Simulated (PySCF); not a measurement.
# BiS2 (Bi(S)2-): the cost of one run

Computed with PySCF 2.14.0. Level: several levels, as the steps say, no spin–orbit coupling.

3 further runs of the same task are left out: 2 for a known fault of the program, 1 set aside as unsound or not needed.

## Step 1: Where the work starts

3 atoms, charge -1, spin multiplicity 1.

Bond lengths: Bi1–S2 2.419 Å, Bi1–S3 2.419 Å. Angles: S2–Bi1–S3 112.9°.

Geometry (Å):

```
Bi    0.0000    0.0000   -0.4954
S     2.0157    0.0000    0.8414
S    -2.0157    0.0000    0.8414
```

Formal oxidation states: Bi +3. An earlier session relaxed this geometry at r2SCAN, Bi def2-SVP with ECP60, S def2-SVP (singlet, point group C2v).

At r2SCAN on the finer grid: E = -1010.922760 Eh, HOMO -0.20 eV, LUMO 1.38 eV, Mulliken charge on Bi1 +0.24 e, largest force component 0.002 eV/Å. 

Levels to run: PBE; TPSSh; CAM-B3LYP; HF; r2SCAN, TZVP; r2SCAN, x2c-SVP. Hardware: 2 threads of AMD EPYC 9R45 (Zen 5), shared host.

## Step 2: PBE

Input file run.py (the lines that set the calculation):

```python
mol = gto.M(atom='''
Bi     0.00000     0.00000    -0.49542
S      2.01572     0.00000     0.84140
S     -2.01572     0.00000     0.84140''',
    basis={'Bi': 'def2-SVP', 'S': 'def2-SVP'},
    ecp={'Bi': 'def2-SVP'},
    charge=-1, spin=0)
mf = dft.RKS(mol, xc='PBE')
mf.grids.atom_grid = (75, 302)
mf = mf.density_fit()  # fitting sets: Bi def2-universal-JKFIT, S def2-universal-JKFIT
mf.conv_tol = 1e-08; mf.max_cycle = 55
mf.kernel(dm0)  # dm0: the density of the relaxed state
```

Command:

```console
$ OMP_NUM_THREADS=2 python run.py
```

**Question.** How long does this run take on 2 threads of AMD EPYC 9R45 (Zen 5), shared host?

About 1.2 s.
